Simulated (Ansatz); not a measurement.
# Te (hcp type): the cost of one run

Method: DFT PBEsol, with the methods named in each step, in Ansatz 0.2.0.

### Step 1. The starting structure

The structure is hexagonal, space group P6_3/mmc (No. 194). The conventional cell has a = 3.939 Å, b = 3.939 Å, c = 4.390 Å, α = 90.00°, β = 90.00°, γ = 120.00°. Te (site symmetry -6m2) has 6 Te at 3.16 Å as nearest neighbours.

Structure file:

```cif
data_structure
_symmetry_space_group_name_H-M 'P 1'
_symmetry_Int_Tables_number 1
_cell_length_a 3.9389
_cell_length_b 3.9389
_cell_length_c 4.3898
_cell_angle_alpha 90.000
_cell_angle_beta 90.000
_cell_angle_gamma 120.000
_cell_volume 58.98
loop_
_atom_site_label
_atom_site_type_symbol
_atom_site_fract_x
_atom_site_fract_y
_atom_site_fract_z
_atom_site_occupancy
Te1 Te 0.33333 0.66667 0.25000 1
Te2 Te 0.66667 0.33333 0.75000 1
```

Whether this phase is the stable one at these pressures isn't tested.

Atoms are numbered in the order of the input: Te1, Te2.

### Step 2. The reference volume, LAPW

File input.yaml:

```yaml
crystal:
  lattice:
    - [3.9388761561, 0.0, 0.0]
    - [-1.9694380781, 3.4111668136, 0.0]
    - [0.0, 0.0, 4.3898418003]
  atoms:
    - { symbol: Te, position: [0.3333333333, 0.6666666667, 0.25] }
    - { symbol: Te, position: [0.6666666667, 0.3333333333, 0.75] }
kpoints:
  mp_grid: { grid: [14, 14, 8] }
  band_path:
    path:
      - [0.0, 0.0, 0.0]
      - [0.5, 0.0, 0.0]
      - [0.3333333333, 0.3333333333, 0.0]
      - [0.0, 0.0, 0.0]
      - [0.0, 0.0, 0.5]
      - [0.5, 0.0, 0.5]
      - [0.3333333333, 0.3333333333, 0.5]
      - [0.0, 0.0, 0.5]
      - [0.5, 0.0, 0.5]
    npoints: 14
scf:
  occupations: { method: fermi_dirac, width: 0.08 }
hamiltonian:
  xc: pbesol
  pseudopotentials: { kind: all_electron, lapw: { basis_error: 0.001 } }
output:
  forces: true
  stress: true
  eigenvalues: true
  populations: true
  dos: { projected: true, de: 0.2, e_range: [-14, 8] }
```

Run with:

```console
ansatz run input.yaml --threads 1 --pin off --max-ram 2048MiB --backend cpu --events-out ev --progress --plain --runs-dir out
```

Q: Estimate wall time and peak memory on 1 thread of Arm Neoverse N1, shared host.

About 58 s, with a peak of 0.46 GiB.
